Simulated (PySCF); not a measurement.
# CoCl4 (-2): ligand-field states

What do calculations give for the ligand-field states of CoCl4 (-2)?

Computed with PySCF 2.14.0 and routines of our own; the level stands in each step. Atoms count from 0.

### 1 The system as given

5 atoms, charge -2, states of the metal's open shell are computed; geometry from: model start, shaken.

### 2 Geometry optimisation at PBE0-D3(BJ)/def2-TZVP

Job settings and geometry (Å):

```
{"job": {"xc": "PBE0", "basis": "def2-TZVP", "d3": "d3bj", "grid": 1, "maxiter": 45, "solvent": "water", "kind": "geom"}, "charge": -2, "metal": "Co", "open_shell": "d7"}
Co     0.000020     0.004480    -0.004110
Cl     1.334750     1.341290     1.333240
Cl    -1.347210    -1.328010     1.340730
Cl    -1.357420     1.355460    -1.342760
Cl     1.349690    -1.362070    -1.348550
```

Started as:

```console
> OMP_NUM_THREADS=1 python lf_run.py task.json out
```

This one command runs all jobs of the session in turn.

Log:

```text
step   0  E = -3223.35963326  max force = 0.004831
step   1  E = -3223.36021121  max force = 0.001990
step   2  E = -3223.36018564  max force = 0.000267
step   3  E = -3223.36020019  max force = 0.000162
step   4  E = -3223.36020314  max force = 0.000072
optimisation converged
```

Run time: 100 s. Hardware: 1 thread of Intel Xeon 6975P-C, shared host; peak memory 1.2 GiB.

Along the way:

```csv
step,energy from step 0 (eV),largest force component (eV/Å)
0,0.0000,0.2484
1,-0.0157,0.1023
2,-0.0150,0.0137
3,-0.0154,0.0083
4,-0.0155,0.0037
```

Close pairs (by a distance rule), those that changed most:

```csv
bond,before (Å),after (Å),change (Å)
Co0–Cl4,2.344,2.292,-0.052
Co0–Cl3,2.337,2.292,-0.044
Co0–Cl2,2.324,2.292,-0.031
Co0–Cl1,2.315,2.292,-0.023
```

The end geometry stands in the next job.

```csv
at the end point,value
point group (found at 0.08 Å tolerance),Td
"rotational constants (GHz, main isotopes)","1.032, 1.032, 1.031"
⟨S²⟩,3.756
```

### 3 Ligand-field states: state-averaged CASSCF in water

Job settings and geometry (Å):

```
{"job": {"kind": "lf", "basis": {"metal": "x2c-TZVPall", "ligand": "x2c-SVPall"}, "nevpt": true, "solvent": "water"}, "charge": -2, "metal": "Co", "open_shell": "d7"}
Co     0.000000     0.000000     0.000000
Cl     1.323378     1.323378     1.323378
Cl     1.323378    -1.323378    -1.323378
Cl    -1.323378    -1.323378     1.323378
Cl    -1.323378     1.323378    -1.323378
```

With the program's defaults for keys left out, this is: state-averaged CASSCF of the metal d shell, SC-NEVPT2 on the averaged canonical orbitals, state-interaction spin-orbit coupling.

Log:

```text
basis functions 120, electrons 97, active (7e, 5o)
stage 1: DIIS on the effective Fock matrix, level shift 0.30
cycle   1  E = -3227.6872595490  dE = -3.228e+03  max|g| = 4.028e+00
cycle   2  E = -3232.4927782304  dE = -4.806e+00  max|g| = 2.275e+00
cycle   3  E = -3233.1513351436  dE = -6.586e-01  max|g| = 2.743e+00
cycle   4  E = -3234.7788089592  dE = -1.627e+00  max|g| = 4.611e-01
cycle   5  E = -3235.2102002230  dE = -4.314e-01  max|g| = 2.055e-01
cycle   6  E = -3235.2596409815  dE = -4.944e-02  max|g| = 1.155e-01
cycle   7  E = -3234.9521489620  dE =  3.075e-01  max|g| = 3.836e-01
cycle   8  E = -3234.2209421676  dE =  7.312e-01  max|g| = 7.551e-01
cycle   9  E = -3233.6624328528  dE =  5.585e-01  max|g| = 9.924e-01
cycle  10  E = -3233.2436325648  dE =  4.188e-01  max|g| = 1.146e+00
cycle  11  E = -3232.8624425640  dE =  3.812e-01  max|g| = 1.304e+00
cycle  12  E = -3232.5669660744  dE =  2.955e-01  max|g| = 1.448e+00
cycle  13  E = -3233.5802298779  dE = -1.013e+00  max|g| = 9.992e-01
cycle  14  E = -3233.3991381444  dE =  1.811e-01  max|g| = 1.050e+00
cycle  15  E = -3234.0388079952  dE = -6.397e-01  max|g| = 7.838e-01
stage 2: quasi-Newton rotations from the point of smallest gradient
cycle  17  E = -3235.2750203590  dE = -1.538e-02  max|g| = 2.479e-01
cycle  18  E = -3235.2946924532  dE = -1.967e-02  max|g| = 1.498e-02
cycle  19  E = -3235.2949945934  dE = -3.021e-04  max|g| = 2.045e-03
cycle  20  E = -3235.2950097488  dE = -1.516e-05  max|g| = 8.506e-04
cycle  21  E = -3235.2950112891  dE = -1.540e-06  max|g| = 3.340e-04
cycle  22  E = -3235.2950114202  dE = -1.311e-07  max|g| = 9.711e-05
cycle  23  E = -3235.2950114241  dE = -3.847e-09  max|g| = 1.330e-05
cycle  24  E = -3235.2950114243  dE = -1.969e-10  max|g| = 2.204e-06
converged average energy = -3235.2950114243

 mult deg   label        CASSCF/cm-1   NEVPT2/cm-1
   4   1   4A2                 0.0           0.0
   4   3   4T2              2402.4        3390.4
   4   3   4T1              4230.9        5945.8
   2   2   2E              19551.1       18431.9
   2   3   2T1             19697.7       18767.6
   4   3   4T1             20578.7       18781.9
   2   1   2A1             19960.2       19575.9
   2   3   2T2             21047.4       20856.7
   2   3   2T1             25241.3       23331.7
   2   3   2T2             25700.2       24257.0
   2   2   2E              26697.2       25592.2
   2   3   2T1             27319.4       26408.6
   2   3   2T1             27742.5       26864.8
   2   3   2T2             29317.0       28003.4
   2   2   2E              30311.1       29945.2
   2   1   2A2             43523.3       39048.2
   2   3   2T2             44147.7       39804.8
   2   3   2T1             44678.1       40723.0
   2   2   2E              67599.0       59412.6
   2   3   2T2             68413.9       60697.4

spin-orbit levels / cm-1
      0.00  x4  4A2 0.97 4T2 0.03
   3216.79  x4  4T2 0.94 4T1 0.05
   3356.95  x2  4T2 0.98
   3615.17  x4  4T2 0.93 4A2 0.03 4T1 0.03
   3697.17  x2  4T2 0.99
   5471.88  x2  4T1 0.98
   5916.89  x4  4T1 0.96 4T2 0.04
   6468.26  x2  4T1 0.99
   6577.39  x4  4T1 0.95 4T2 0.05
  18323.16  x4  2E 0.71 2T1 0.25
  18562.70  x2  2T1 0.84 2A1 0.15
  18650.94  x2  4T1 1.00
  18652.47  x4  4T1 0.98
  18875.32  x4  4T1 0.80 2T1 0.10 2E 0.07
  19212.91  x4  2T1 0.62 2E 0.20 4T1 0.17
  19282.65  x2  4T1 0.97
  19913.67  x2  2A1 0.82 2T1 0.16
  20757.48  x4  2T2 0.98
  21340.03  x2  2T2 1.00
  23251.41  x4  2T1 0.93 2T2 0.03
```

Run time: 6 s. Hardware: 1 thread of Intel Xeon 6975P-C, shared host; peak memory 0.58 GiB.

From this job:

```csv
quantity,value
spin-orbit constant ζ,504 cm⁻¹
```

Powder susceptibility:

```csv
T (K),χT (cm³ K/mol),μ(eff)
2,2.578,4.54
5,2.580,4.54
10,2.583,4.54
20,2.588,4.55
30,2.594,4.55
50,2.604,4.56
75,2.618,4.58
100,2.631,4.59
150,2.659,4.61
200,2.686,4.63
250,2.713,4.66
300,2.740,4.68
```

Orbitals, density, ELF and potential are computed afterwards from the orbital file.

The spin density lies nearest to Co0 96 %.

### 4 Ligand-field states: state-averaged CASSCF (basis x2c-TZVPall) in water

Job settings and geometry (Å):

```
{"job": {"kind": "lf", "basis": "x2c-TZVPall", "nevpt": true, "solvent": "water"}, "charge": -2, "metal": "Co", "open_shell": "d7"}
Co     0.000000     0.000000     0.000000
Cl     1.323378     1.323378     1.323378
Cl     1.323378    -1.323378    -1.323378
Cl    -1.323378    -1.323378     1.323378
Cl    -1.323378     1.323378    -1.323378
```

Level: state-averaged CASSCF of the metal d shell, SC-NEVPT2 on the averaged canonical orbitals, state-interaction spin-orbit coupling.

Log:

```text
basis functions 196, electrons 97, active (7e, 5o)
stage 1: DIIS on the effective Fock matrix, level shift 0.30
cycle   1  E = -3221.8784201399  dE = -3.222e+03  max|g| = 4.474e+00
cycle   2  E = -3226.5788865944  dE = -4.700e+00  max|g| = 3.784e+00
cycle   3  E = -3225.2363082513  dE =  1.343e+00  max|g| = 4.955e+00
cycle   4  E = -3235.3234293585  dE = -1.009e+01  max|g| = 7.789e-01
cycle   5  E = -3235.9508627181  dE = -6.274e-01  max|g| = 2.433e-01
cycle   6  E = -3235.9773302237  dE = -2.647e-02  max|g| = 9.585e-02
cycle   7  E = -3235.8841860261  dE =  9.314e-02  max|g| = 2.316e-01
cycle   8  E = -3235.6640255144  dE =  2.202e-01  max|g| = 4.050e-01
cycle   9  E = -3235.2620676905  dE =  4.020e-01  max|g| = 5.724e-01
cycle  10  E = -3234.9621654611  dE =  2.999e-01  max|g| = 7.134e-01
cycle  11  E = -3234.6921745914  dE =  2.700e-01  max|g| = 8.273e-01
cycle  12  E = -3234.1081127553  dE =  5.841e-01  max|g| = 1.058e+00
cycle  13  E = -3233.6207305631  dE =  4.874e-01  max|g| = 1.223e+00
cycle  14  E = -3233.2894341806  dE =  3.313e-01  max|g| = 1.416e+00
cycle  15  E = -3232.8759925340  dE =  4.134e-01  max|g| = 1.590e+00
stage 2: quasi-Newton rotations from the point of smallest gradient
cycle  17  E = -3235.9900352523  dE = -1.271e-02  max|g| = 1.500e-01
cycle  18  E = -3235.9972818325  dE = -7.247e-03  max|g| = 1.345e-02
cycle  19  E = -3235.9974488704  dE = -1.670e-04  max|g| = 2.033e-03
cycle  20  E = -3235.9974706968  dE = -2.183e-05  max|g| = 9.686e-04
cycle  21  E = -3235.9974721505  dE = -1.454e-06  max|g| = 1.803e-04
cycle  22  E = -3235.9974722676  dE = -1.171e-07  max|g| = 3.636e-05
cycle  23  E = -3235.9974722726  dE = -5.041e-09  max|g| = 1.508e-05
cycle  24  E = -3235.9974722730  dE = -4.070e-10  max|g| = 3.552e-06
converged average energy = -3235.9974722730

 mult deg   label        CASSCF/cm-1   NEVPT2/cm-1
   4   1   4A2                 0.0           0.0
   4   3   4T2              2426.5        3399.6
   4   3   4T1              4282.1        5965.2
   2   2   2E              19540.2       18374.0
   4   3   4T1             20601.1       18707.0
   2   3   2T1             19701.2       18719.8
   2   1   2A1             19982.4       19548.4
   2   3   2T2             21074.5       20830.2
   2   3   2T1             25245.3       23269.0
   2   3   2T2             25696.0       24180.6
   2   2   2E              26717.0       25525.1
   2   3   2T1             27354.6       26349.9
   2   3   2T1             27775.3       26830.6
   2   3   2T2             29349.4       27966.1
   2   2   2E              30363.6       29923.4
   2   1   2A2             43532.8       38909.6
   2   3   2T2             44144.5       39653.4
   2   3   2T1             44696.0       40584.0
   2   2   2E              67589.5       59177.3
   2   3   2T2             68415.0       60477.2

spin-orbit levels / cm-1
      0.00  x4  4A2 0.97 4T2 0.03
   3226.29  x4  4T2 0.94 4T1 0.05
   3366.07  x2  4T2 0.98
   3623.92  x4  4T2 0.93 4A2 0.03 4T1 0.03
   3706.04  x2  4T2 0.99
   5490.84  x2  4T1 0.98
   5935.34  x4  4T1 0.96 4T2 0.04
   6486.68  x2  4T1 0.99
   6595.34  x4  4T1 0.95 4T2 0.05
  18267.15  x4  2E 0.72 2T1 0.25
  18516.25  x2  2T1 0.84 2A1 0.14
  18575.84  x2  4T1 1.00
  18577.83  x4  4T1 0.98
  18803.53  x4  4T1 0.82 2T1 0.09 2E 0.06
  19159.51  x4  2T1 0.64 2E 0.20 4T1 0.15
  19208.07  x2  4T1 0.97
  19882.30  x2  2A1 0.83 2T1 0.15
  20730.27  x4  2T2 0.98
  21312.14  x2  2T2 1.00
  23188.24  x4  2T1 0.93 2T2 0.03
```

It took 11 s on 1 thread of Intel Xeon 6975P-C, shared host; peak memory 0.7 GiB.

In short:

```csv
quantity,value
spin-orbit constant ζ,504 cm⁻¹
```

Powder susceptibility:

```csv
T (K),χT (cm³ K/mol),μ(eff)
2,2.576,4.54
20,2.586,4.55
100,2.629,4.58
300,2.737,4.68
```

### 5 Ligand-field states: state-averaged CASSCF (avg hs) in water

Job settings and geometry (Å):

```
{"job": {"kind": "lf", "basis": {"metal": "x2c-TZVPall", "ligand": "x2c-SVPall"}, "nevpt": true, "solvent": "water", "avg": "hs"}, "charge": -2, "metal": "Co", "open_shell": "d7"}
Co     0.000000     0.000000     0.000000
Cl     1.323378     1.323378     1.323378
Cl     1.323378    -1.323378    -1.323378
Cl    -1.323378    -1.323378     1.323378
Cl    -1.323378     1.323378    -1.323378
```

Level: state-averaged CASSCF of the metal d shell, SC-NEVPT2 on the averaged canonical orbitals, state-interaction spin-orbit coupling.

Log:

```text
basis functions 120, electrons 97, active (7e, 5o)
stage 1: DIIS on the effective Fock matrix, level shift 0.30
cycle   1  E = -3227.7206969373  dE = -3.228e+03  max|g| = 4.028e+00
cycle   2  E = -3232.6224620928  dE = -4.902e+00  max|g| = 2.254e+00
cycle   3  E = -3233.5197446400  dE = -8.973e-01  max|g| = 2.615e+00
cycle   4  E = -3234.9300546996  dE = -1.410e+00  max|g| = 4.132e-01
cycle   5  E = -3235.2972663215  dE = -3.672e-01  max|g| = 2.330e-01
cycle   6  E = -3235.3293023702  dE = -3.204e-02  max|g| = 9.968e-02
cycle   7  E = -3235.2057045283  dE =  1.236e-01  max|g| = 2.204e-01
cycle   8  E = -3234.7559924965  dE =  4.497e-01  max|g| = 5.120e-01
cycle   9  E = -3234.2718863334  dE =  4.841e-01  max|g| = 7.381e-01
cycle  10  E = -3233.7379839432  dE =  5.339e-01  max|g| = 9.693e-01
cycle  11  E = -3233.9512417664  dE = -2.133e-01  max|g| = 8.665e-01
cycle  12  E = -3234.1049257414  dE = -1.537e-01  max|g| = 7.977e-01
cycle  13  E = -3233.9537920462  dE =  1.511e-01  max|g| = 8.679e-01
cycle  14  E = -3233.6490643528  dE =  3.047e-01  max|g| = 9.956e-01
cycle  15  E = -3233.4657994934  dE =  1.833e-01  max|g| = 1.057e+00
stage 2: quasi-Newton rotations from the point of smallest gradient
cycle  17  E = -3235.3633741407  dE = -3.407e-02  max|g| = 1.906e-01
cycle  18  E = -3235.3730866079  dE = -9.712e-03  max|g| = 2.856e-02
cycle  19  E = -3235.3733502802  dE = -2.637e-04  max|g| = 2.265e-03
cycle  20  E = -3235.3733682808  dE = -1.800e-05  max|g| = 1.172e-03
cycle  21  E = -3235.3733699938  dE = -1.713e-06  max|g| = 1.961e-04
cycle  22  E = -3235.3733701311  dE = -1.373e-07  max|g| = 4.103e-05
cycle  23  E = -3235.3733701354  dE = -4.303e-09  max|g| = 1.362e-05
cycle  24  E = -3235.3733701356  dE = -2.556e-10  max|g| = 1.972e-06
converged average energy = -3235.3733701356

 mult deg   label        CASSCF/cm-1   NEVPT2/cm-1
   4   1   4A2                 0.0           0.0
   4   3   4T2              2416.5        3190.7
   4   3   4T1              4257.0        5596.7
   2   2   2E              19811.9       18464.7
   4   3   4T1             20822.3       18571.4
   2   3   2T1             19976.1       18768.8
   2   1   2A1             20248.1       19477.0
   2   3   2T2             21273.3       20684.9
   2   3   2T1             25574.5       23273.0
   2   3   2T2             26042.0       24261.1
   2   2   2E              27063.7       25507.2
   2   3   2T1             27636.6       26117.1
   2   3   2T1             28040.4       26651.4
   2   3   2T2             29616.6       27729.0
   2   2   2E              30605.7       29516.1
   2   1   2A2             44107.7       39019.7
   2   3   2T2             44695.2       39736.4
   2   3   2T1             45206.7       40563.5
   2   2   2E              68490.5       59466.2
   2   3   2T2             69211.2       60631.3

spin-orbit levels / cm-1
      0.00  x4  4A2 0.96 4T2 0.04
   3013.45  x4  4T2 0.94 4T1 0.06
   3161.13  x2  4T2 0.98
   3428.33  x4  4T2 0.92 4A2 0.04 4T1 0.04
   3508.21  x2  4T2 0.99
   5129.61  x2  4T1 0.97
   5583.44  x4  4T1 0.95 4T2 0.05
   6135.40  x2  4T1 0.99
   6252.20  x4  4T1 0.95 4T2 0.05
  18340.08  x4  2E 0.62 2T1 0.24 4T1 0.13
  18447.80  x2  4T1 1.00
  18458.70  x4  4T1 0.88 2E 0.07 2T1 0.05
  18553.50  x2  2T1 0.81 2A1 0.17
  18703.24  x4  4T1 0.89 2E 0.05
  19088.12  x2  4T1 0.97
  19207.36  x4  2T1 0.68 2E 0.25 4T1 0.06
  19841.56  x2  2A1 0.81 2T1 0.18
  20592.47  x4  2T2 0.98
  21183.58  x2  2T2 1.00
  23198.30  x4  2T1 0.93
```

Run time: 4.8 s. Hardware: 1 thread of Intel Xeon 6975P-C, shared host; peak memory 0.58 GiB.

In short:

```csv
quantity,value
spin-orbit constant ζ,510 cm⁻¹
```

Powder susceptibility:

```csv
T (K),χT (cm³ K/mol),μ(eff)
2,2.631,4.59
20,2.641,4.60
100,2.688,4.64
300,2.804,4.74
```

### 6 The runs side by side

From the NEVPT2 states (cm⁻¹; the spread is that of the fitted one-electron ligand-field levels):

```csv
step,setting,ground state,next state,orbital spread,Racah B,ζ,"μ(eff), 300 K"
3,as given,4A2,4T2 at 3390,2854,983,504,4.68
4,basis x2c-TZVPall,4A2,4T2 at 3400,2867,977,504,4.68
5,avg hs,4A2,4T2 at 3191,2720,984,510,4.74
```

### 7 Results

| quantity | value |
| --- | --- |
| point group | Td |
| rotational constants (main isotopes) | 1.03, 1.03, 1.03 GHz |
| spin-orbit constant ζ (step 3, state-averaged CASSCF in water) | 504 cm⁻¹ |
| ground multiplicity, μ(eff) at 300 K (step 3, 4 donors at 2.29 Å) | 4, 4.68 μB |
| ground multiplicity, μ(eff) at 300 K (step 4, 4 donors at 2.29 Å) | 4, 4.68 μB |
| ground multiplicity, μ(eff) at 300 K (step 5, 4 donors at 2.29 Å) | 4, 4.74 μB |

What this shows: Over 4 steps the energy fell by 0.016 eV; of the close pairs, Co0–Cl4 changed most, 2.344 to 2.292 Å. In step 3, χT goes from 2.58 at 2 K to 2.74 cm³ K/mol at 300 K: nearly flat, so one level governs the whole range. The spread of the ligand-field levels runs from 2720 cm⁻¹ (avg hs) to 2867 cm⁻¹ (basis x2c-TZVPall); μ(eff) at 300 K: 4.68 to 4.74 μB.
